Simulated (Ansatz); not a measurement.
**C2F6O (SMILES FC(F)(F)OC(F)(F)F) at 4 levels**

Aim: a comparison of 4 runs (B3LYP/6-31G*, wB97X/6-31+G*, B3LYP/pcseg-2, CCSD/STO-3G) of C2F6O. 

The results are computed with Ansatz 0.2.0.

4 further runs of the same task are left out: 1 for a known fault of the program, 1 that didn't finish, 2 set aside as unsound or not needed. Runs told in other sessions of the task aren't counted.

**1. Starting point**

C2F6O: 9 atoms, total charge 0, spin state singlet. As SMILES, `FC(F)(F)OC(F)(F)F`. Geometry: relaxed at PBE0-D4/def2-TZVP.

Bond lengths: F1–C2 1.316 Å, C2–F3 1.325 Å, C2–F4 1.324 Å, C2–O5 1.371 Å, O5–C6 1.371 Å, C6–F7 1.316 Å, C6–F8 1.324 Å, C6–F9 1.325 Å. Some angles: F1–C2–F3 109.4°, F1–C2–F4 108.9°, F1–C2–O5 106.5°, F3–C2–F4 108.3°, F3–C2–O5 112.3°, F4–C2–O5 111.4°, C2–O5–C6 120.1°, O5–C6–F7 106.5°, O5–C6–F8 111.4°, O5–C6–F9 112.3°.

**2. Energy and forces at B3LYP/6-31G(d) (spherical functions) (run 1)**

in.yaml

```yaml
crystal:
  periodic: [false, false, false]
  atoms:
    - {symbol: F, position_ang: [2.076690, -0.384510, -0.999750]}
    - {symbol: C, position_ang: [0.777760, -0.429490, -0.791080]}
    - {symbol: F, position_ang: [0.159870, 0.303300, -1.706270]}
    - {symbol: F, position_ang: [0.367380, -1.682330, -0.915040]}
    - {symbol: O, position_ang: [0.570650, 0.041580, 0.479900]}
    - {symbol: C, position_ang: [-0.682950, 0.436400, 0.870810]}
    - {symbol: F, position_ang: [-0.666110, 0.487120, 2.186080]}
    - {symbol: F, position_ang: [-0.980110, 1.637760, 0.399820]}
    - {symbol: F, position_ang: [-1.623170, -0.409820, 0.475530]}
basis:
  gaussian:
    orbitals: 6-31G_st_-spherical.json
hamiltonian:
  xc: {name: B3LYP}
accuracy: high
output: {forces: true, orbitals: {seedname: orbitals}}
```

The basis set 6-31G* is read from a file made from the Basis Set Exchange's data (not shown).

The run is started by

```
ansatz run in.yaml --threads 1 --pin off --max-ram 3480MiB --events-out events.jsonl --progress --plain --runs-dir runs
```

The program printed:

```text
Warning: RAYON_NUM_THREADS=1 ignored (pool sized by the plan → 1); use --threads N
Functional definition: B3LYP
  name "B3LYP"
  parameter a0 = 0.2
  parameter ax = 0.72
  parameter ac = 0.81
  exchange = (1 - a0 - ax)*slater_x + ax*b88_x + a0*exact_x
  correlation = (1 - ac)*vwn_rpa_c + ac*lyp_c
2930 factors; integrals over basis functions are off by at most 8.5e-9 eV
mean field evaluation 1: about -20414.9646 eV, gradient 6.6e1 eV
mean field evaluation 2: about -20408.3524 eV, gradient 9.5e1 eV
mean field evaluation 4: about -20421.3083 eV, gradient 2.1e0 eV
mean field evaluation 8: about -20421.6119 eV, gradient 2.2e-1 eV
mean field evaluation 16: about -20421.6120 eV, gradient 3.3e-5 eV
mean field -20421.61196777 eV, -750.4803975499 hartree, gradient 1.2e-8 eV, S^2 0.000000; 0 other end points of the search recorded, 0 dependent functions left out
the calculation of the forces begins
reference -20421.61199235 eV, -750.4803984531 hartree; 37, 37 occupied and 89, 89 virtual orbitals, 2930 factors
Total energy: -20421.61199235 eV, -750.4803984531 hartree
Atom 0 at     2.076690    -0.384510    -0.999750 Å, force     0.687968     0.035314    -0.103400 eV/Å
Atom 1 at     0.777760    -0.429490    -0.791080 Å, force     0.020807     0.009655     0.129545 eV/Å
Atom 2 at     0.159870     0.303300    -1.706270 Å, force    -0.350639     0.416725    -0.432198 eV/Å
Atom 3 at     0.367380    -1.682330    -0.915040 Å, force    -0.252536    -0.625621    -0.029384 eV/Å
Atom 4 at     0.570650     0.041580     0.479900 Å, force     0.318038     0.023231     0.267790 eV/Å
Atom 5 at    -0.682950     0.436400     0.870810 Å, force     0.131475     0.001522    -0.001517 eV/Å
Atom 6 at    -0.666110     0.487120     2.186080 Å, force     0.016961     0.016019     0.696031 eV/Å
Atom 7 at    -0.980110     1.637760     0.399820 Å, force    -0.124323     0.597936    -0.287484 eV/Å
Atom 8 at    -1.623170    -0.409820     0.475530 Å, force    -0.447752    -0.474781    -0.239383 eV/Å
Dipole moment:    -0.016049    -0.001173    -0.013496 e Å
```

Wall time 21 s (1 thread of Arm Neoverse V2, shared host); peak memory 0.59 GiB.

**3. Energy and gradient at wB97X/6-31+G(d) (spherical functions) (run 2)**

in.yaml, as its differences from that of step 2:

```diff
@@ -14,5 +14,5 @@
   gaussian:
-    orbitals: 6-31G_st_-spherical.json
+    orbitals: 6-31+G_st_-spherical.json
 hamiltonian:
-  xc: {name: B3LYP}
+  xc: {name: wB97X}
 accuracy: high
```

The basis set 6-31+G* is read from a file made from the Basis Set Exchange's data (not shown).

The run is started by

```
ansatz run in.yaml --threads 1 --pin off --max-ram 3480MiB --events-out events.jsonl --progress --plain --runs-dir runs
```

The program printed:

```text
Warning: RAYON_NUM_THREADS=1 ignored (pool sized by the plan → 1); use --threads N
Functional definition: wB97X
  name "wB97X"
  parameter omega = 0.3/bohr
  parameter cx = 0.157706
  parameter cx1 = 0.726479
  parameter cx2 = 1.04760
  parameter cx3 = -5.70635
  parameter cx4 = 13.2794
  parameter css1 = -4.33879
  parameter css2 = 18.2308
  parameter css3 = -31.7430
  parameter css4 = 17.2901
  parameter cos1 = 2.37031
  parameter cos2 = -11.3995
  parameter cos3 = 6.58405
  parameter cos4 = -3.78132
  exchange = spin_sum(e_x_unif_sr(omega)*poly(b97_u_x, 1 - cx, cx1, cx2, cx3, cx4)) + cx*exact_x_sr(omega)
      + exact_x_lr(omega)
  correlation = spin_sum(e_c_pw_same_spin*poly(b97_u_same, 1, css1, css2, css3, css4))
      + integral(e_c_pw_opposite_spin*poly(b97_u_opposite, 1, cos1, cos2, cos3, cos4))
3487 factors; integrals over basis functions are off by at most 3.4e-9 eV
551 factors; integrals over basis functions are off by at most 1.4e-9 eV
mean field evaluation 1: about -20410.9806 eV, gradient 7.0e1 eV
mean field evaluation 2: about -20411.5808 eV, gradient 7.1e1 eV
mean field evaluation 4: about -20418.6577 eV, gradient 2.1e0 eV
mean field evaluation 8: about -20418.9089 eV, gradient 1.4e-1 eV
mean field evaluation 16: about -20418.9089 eV, gradient 4.7e-5 eV
mean field -20418.90893831 eV, -750.3810630494 hartree, gradient 3.0e-8 eV, S^2 0.000000; 0 other end points of the search recorded, 0 dependent functions left out
the calculation of the forces begins
reference -20418.90893319 eV, -750.3810628611 hartree; 37, 37 occupied and 125, 125 virtual orbitals, 3487 factors
Total energy: -20418.90893319 eV, -750.3810628611 hartree
Atom 0 at     2.076690    -0.384510    -0.999750 Å, force     0.556332     0.016718    -0.100813 eV/Å
Atom 1 at     0.777760    -0.429490    -0.791080 Å, force    -0.018570     0.097272     0.281181 eV/Å
Atom 2 at     0.159870     0.303300    -1.706270 Å, force    -0.273776     0.313433    -0.353509 eV/Å
Atom 3 at     0.367380    -1.682330    -0.915040 Å, force    -0.192987    -0.509202    -0.039949 eV/Å
Atom 4 at     0.570650     0.041580     0.479900 Å, force     0.133080     0.009756     0.112251 eV/Å
Atom 5 at    -0.682950     0.436400     0.870810 Å, force     0.281245    -0.078062    -0.060316 eV/Å
Atom 6 at    -0.666110     0.487120     2.186080 Å, force    -0.004165     0.023505     0.564964 eV/Å
Atom 7 at    -0.980110     1.637760     0.399820 Å, force    -0.114804     0.486545    -0.218847 eV/Å
Atom 8 at    -1.623170    -0.409820     0.475530 Å, force    -0.366354    -0.359964    -0.184961 eV/Å
Dipole moment:    -0.001780    -0.000135    -0.001496 e Å
```

Run time: 86 s. Hardware: 1 thread of Arm Neoverse V2, shared host; peak memory 1.3 GiB.

Run 3 isn't shown in full; the table further down has it.

**4. Energy and gradient at CCSD/STO-3G (run 4)**

run.yaml

```yaml
crystal:
  periodic: [false, false, false]
  atoms:
    - {symbol: F, position_ang: [2.076690, -0.384510, -0.999750]}
    - {symbol: C, position_ang: [0.777760, -0.429490, -0.791080]}
    - {symbol: F, position_ang: [0.159870, 0.303300, -1.706270]}
    - {symbol: F, position_ang: [0.367380, -1.682330, -0.915040]}
    - {symbol: O, position_ang: [0.570650, 0.041580, 0.479900]}
    - {symbol: C, position_ang: [-0.682950, 0.436400, 0.870810]}
    - {symbol: F, position_ang: [-0.666110, 0.487120, 2.186080]}
    - {symbol: F, position_ang: [-0.980110, 1.637760, 0.399820]}
    - {symbol: F, position_ang: [-1.623170, -0.409820, 0.475530]}
basis:
  gaussian:
    orbitals: STO-3G
output: {forces: true, orbitals: {seedname: orbitals}}
accuracy: high
correlation:
  method: ccsd
  frozen_orbitals: {C: 1, F: 1, O: 1}
scf:
  omitted_lower_state_checks: [cluster_reference, increment]
```

The run is started by

```
ansatz run run.yaml --threads 1 --pin off --max-ram 3480MiB --events-out events.jsonl --progress --plain --runs-dir runs
```

The program printed:

```text
Warning: RAYON_NUM_THREADS=1 ignored (pool sized by the plan → 1); use --threads N
[... 11 lines left out ...]
9 core orbitals not correlated: weight in the atoms' cores, before any rotation towards them, 1.000 or more for the frozen orbitals, at most 0.000 for the correlated occupied ones
[... 21 lines left out ...]
Total energy: -20059.77400802 eV, -737.1830977916 hartree
[... 9 lines left out ...]
Dipole moment:    -0.052234    -0.003809    -0.043927 e Å
Checks for a lower state left out: cluster_reference, increment
```

Wall time 6.3 s (1 thread of Arm Neoverse V2, shared host); peak memory 0.17 GiB.

**5. Overview of the runs**

```csv
run,level,frozen core orbitals,energy (Eh),dipole moment (D),HOMO energy (eV),LUMO energy (eV),wall time
1,B3LYP/6-31G* (spherical functions),–,-750.480398,0.10,-10.49,3.78,21 s
2,wB97X/6-31+G* (spherical functions),–,-750.381063,0.01,-14.03,2.30,86 s
3,B3LYP/pcseg-2,–,-750.829541,0.02,-11.16,1.76,87 s
4,CCSD/STO-3G,9,-737.183098,0.33,-12.25,13.99,6.3 s
```

**6. Results**

| quantity | value |
| --- | --- |
| run 4: total energy | -737.18310 Eh |
| run 4: dipole moment (correlated density) | 0.33 D |
| run 4: HOMO energy (Hartree–Fock orbitals) | -12.25 eV |
| run 4: LUMO energy (Hartree–Fock orbitals) | 13.99 eV |
| run 4: HOMO–LUMO gap (Hartree–Fock orbitals) | 26.23 eV |
| run 4: correlation energy (9 core orbitals frozen) | -265.7 mEh |
| run 4: T1 diagnostic | 0.009 |
| run 4: largest force on an atom | 5.087 eV/Å |

**Reading.** The dipole moment (its size) runs from 0.01 D (wB97X/6-31+G*) to 0.33 D (CCSD/STO-3G). The two ends differ in method and basis. Over runs 1, 2, 3 the HOMO–LUMO gap runs from 12.92 eV (B3LYP/pcseg-2) to 16.32 eV (wB97X/6-31+G*). Totals of different functionals can't be ranked against each other. In run 4 the basis is minimal, so the values are rough. All runs together took 3.3 min, the longest 87 s.
